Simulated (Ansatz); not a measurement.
# CH₈N₂Sn: one species, many methods

The task here is to estimate one member of a computed series from the others.

Program: Ansatz 0.2.0, Gaussian basis. Level of theory: functionals in def2-TZVPP, the program's frozen cores in correlated methods. These are calculated values, not measurements.

Plan: LDA (SPW92), PBE-D4, revPBE-D4, BLYP-D4, r2SCAN-D4, B97M-V, PBE0-D4, B3LYP-D4, r2SCANh-D4, r2SCAN0-D4, HSE06-D4, BHLYP-D4, CAM-B3LYP-D4, LC-ωPBE, ωB97X-V, ωB97M-V, B2PLYP, PBE-QIDH; CCSD(T)/def2-SVP; CCSD(T)/def2-TZVPP; MP2/def2-QZVPP; extrapolation to the limit; RPA on PBE.

### The relaxed structure

The geometry comes from an earlier relaxation with PBE0-D4 in a triple-zeta def2 set; it is a stationary point, not always the lowest conformer. Sn takes the def2 core potential; no spin-orbit term is included.

12 atoms, charge 0, spin multiplicity 1.

Atoms are counted from 1 here; the program's logs count them from 0.

Bond lengths: N1–C2 1.457 Å, N1–H5 1.013 Å, N1–H6 1.012 Å, C2–Sn3 2.161 Å, C2–H7 1.099 Å, C2–H8 1.093 Å, Sn3–N4 2.033 Å, Sn3–H9 1.711 Å, Sn3–H10 1.714 Å, N4–H11 1.012 Å, N4–H12 1.013 Å. Angles: C2–N1–H5 111.4°, C2–N1–H6 111.1°, H5–N1–H6 106.9°, N1–C2–Sn3 107.6°, N1–C2–H7 115.5°, N1–C2–H8 109.0°, Sn3–C2–H7 111.0°, Sn3–C2–H8 106.1°, H7–C2–H8 107.3°, C2–Sn3–N4 110.8°, C2–Sn3–H9 113.4°, C2–Sn3–H10 107.9°, N4–Sn3–H9 106.6°, N4–Sn3–H10 106.4°, H9–Sn3–H10 111.4°, Sn3–N4–H11 112.4°, Sn3–N4–H12 111.3°, H11–N4–H12 107.1°.

The first run:

in.yaml reads:

```yaml
crystal:
  periodic: [false, false, false]
  atoms:
    - {symbol: N, position_ang: [-1.672373, 0.623588, 0.203524]}
    - {symbol: C, position_ang: [-0.432297, 1.072128, -0.416982]}
    - {symbol: Sn, position_ang: [1.171006, -0.142769, 0.373865]}
    - {symbol: N, position_ang: [0.894312, -2.101087, -0.096115]}
    - {symbol: H, position_ang: [-2.477343, 1.082122, -0.206741]}
    - {symbol: H, position_ang: [-1.683328, 0.839972, 1.192171]}
    - {symbol: H, position_ang: [-0.208431, 2.142075, -0.305329]}
    - {symbol: H, position_ang: [-0.472923, 0.858926, -1.488104]}
    - {symbol: H, position_ang: [2.712867, 0.292670, -0.227473]}
    - {symbol: H, position_ang: [1.115088, -0.042709, 2.083723]}
    - {symbol: H, position_ang: [1.215475, -2.323613, -1.029936]}
    - {symbol: H, position_ang: [-0.085152, -2.356603, -0.048701]}
basis:
  gaussian: {orbitals: def2-TZVPP}
hamiltonian: {xc: lda}
output: {orbitals: {seedname: orbitals}}
```

On the command line:

```console
> ansatz run in.yaml --threads 4 --pin off --events-out ev --progress --plain --max-ram 10444MiB
```

Among the steps run: LDA; PBE-D4 (GGA); revPBE-D4 (GGA); BLYP-D4 (GGA); r2SCAN-D4 (meta-GGA); B97M-V (meta-GGA); PBE0-D4 (hybrid); B3LYP-D4 (hybrid); r2SCANh-D4 (hybrid); r2SCAN0-D4 (hybrid); HSE06-D4 (hybrid); BHLYP-D4 (hybrid); CAM-B3LYP-D4 (range-separated); LC-ωPBE (range-separated); ωB97X-V (range-separated); ωB97M-V (range-separated); B2PLYP (double hybrid); PBE-QIDH (double hybrid).

One of the session's tables, all rows but one given; the rest of the session is left out.

It belongs to the step «Orbital energies across the functionals». 

| functional | HOMO (eV) | gap (eV) |
| --- | --- | --- |
| LDA (SPW92) | -5.35 | 4.59 |
| PBE-D4 | -5.24 | 4.67 |
| revPBE-D4 | -5.19 | 4.72 |
| BLYP-D4 | -5.14 | 4.60 |
| r2SCAN-D4 | -5.50 | 5.39 |
| B97M-V | -5.65 | 5.21 |
| PBE0-D4 | -6.58 | 6.80 |
| B3LYP-D4 | -6.37 | 6.30 |
| r2SCANh-D4 | -6.01 | 6.16 |
| r2SCAN0-D4 | ? | ? |
| HSE06-D4 | -6.18 | 6.04 |
| BHLYP-D4 | -7.84 | 8.69 |
| CAM-B3LYP-D4 | -7.96 | 8.96 |
| LC-ωPBE | -9.30 | 11.45 |
| ωB97X-V | -8.96 | 10.93 |
| ωB97M-V | -8.87 | 10.43 |

**Question.** Estimate the row for r2SCAN0-D4.

Worked estimate for «HOMO (eV)». Against the share of exact exchange, r2SCAN-D4 (0, -5.50), r2SCANh-D4 (0.1, -6.01) give a slope of -5.10 per unit share; at 0.25 the line stands at -6.77.

As computed: HOMO (eV): -6.76; gap (eV): 7.28. In «HOMO (eV)» the line misses by -0.01.
